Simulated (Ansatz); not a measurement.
# ClGeH3: the cost of one run

All numbers below are computed with Ansatz 0.2.0 (RKS PBE0/def2-SVP).

**1. Starting point**

Bond lengths: Ge1–H2 1.750 Å, Ge1–H3 1.750 Å, Ge1–H4 1.549 Å, Ge1–Cl5 2.218 Å. Angles: H2–Ge1–H3 33.5°, H2–Ge1–H4 123.5°, H2–Ge1–Cl5 123.5°, H3–Ge1–H4 123.6°, H3–Ge1–Cl5 123.6°, H4–Ge1–Cl5 109.5°.

As a file:

```xyz
5

Ge    0.0000    0.0000    0.0000
H     1.0763    0.0000    1.3798
H     1.6596    0.0000    0.5553
H    -0.7300    1.2648   -0.5162
Cl   -1.0456   -1.8115   -0.7393
```

**2. Pulling towards end A**

Springs on the bonds that form and break draw the guess towards this end; the thresholds are loose.

File input.yaml:

```yaml
crystal:
  periodic: [false, false, false]
  atoms:
    - { symbol: Ge, position_ang: [0.0, 0.0, 0.0] }
    - { symbol: H, position_ang: [1.0763, 0.0, 1.3798] }
    - { symbol: H, position_ang: [1.6596, 0.0, 0.5553] }
    - { symbol: H, position_ang: [-0.73, 1.2648, -0.5162] }
    - { symbol: Cl, position_ang: [-1.0456, -1.8115, -0.7393] }
basis:
  gaussian: { orbitals: def2-SVP }
hamiltonian:
  xc: pbe0
relax:
  f_tol: 0.15
  max_steps: 25
  restrain:
    - { distance: [1, 2], at: 1.86, k: 30.0 }
    - { distance: [0, 1], at: 1.55, k: 30.0 }
    - { distance: [0, 2], at: 1.55, k: 30.0 }
```

Run with:

```console
$ ansatz run input.yaml --threads 1 --pin off --max-ram 2048MiB --backend cpu --events-out ev --progress --plain --runs-dir out
```

Q: Estimate wall time and peak memory on 1 thread of Arm Neoverse V1, shared host.

About 11 s, with a peak of 0.12 GiB.
